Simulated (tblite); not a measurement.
# Al2H7NO4Si: the cost of one run

Computed with tblite 0.8.0 and PySCF 2.14.0; each step states its level. No surroundings beyond the atoms listed, unless a continuum is named. Atoms count from 0, parts from 1.

### Step 1. Starting point

15 atoms, charge 0, multiplicity 1; geometry: distance geometry start.

### Step 2. Geometry optimisation with GFN2-xTB

The job: settings as JSON, then the geometry in Å.

```
{"job": {"kind": "relax", "xc": "GFN2-xTB", "basis": "xTB"}, "charge": 0, "multiplicity": 1}
O     -0.078142     0.496841    -3.419322
Al     0.088463     0.584396    -1.568551
O      0.860144     2.148634    -0.861868
O     -1.338610    -0.151784    -0.595665
Al    -1.189125    -1.461268     0.720842
O     -2.767410    -1.886847     1.649008
N      0.432094    -1.414829     1.754884
Si     1.362676     0.141877     1.737504
H      0.090442    -0.291164    -3.977410
H      1.774141     2.366500    -0.927463
H     -3.492602    -1.267984     1.763482
H      0.402906    -1.914621     2.655157
H      2.345157     0.124985     2.772636
H      0.466214     1.238399     1.920243
H      2.034825     0.270881     0.506828
```

Method: GFN2-xTB geometry optimisation, gas phase.

On the command line:

```bash
$ OMP_NUM_THREADS=1 python cluster_run.py task.json out
```

One launch serves the whole session: the jobs run in the order shown.

Q: Estimate the wall time of this first job on 1 thread of Arm Neoverse V1, shared host.

About 2.6 s.
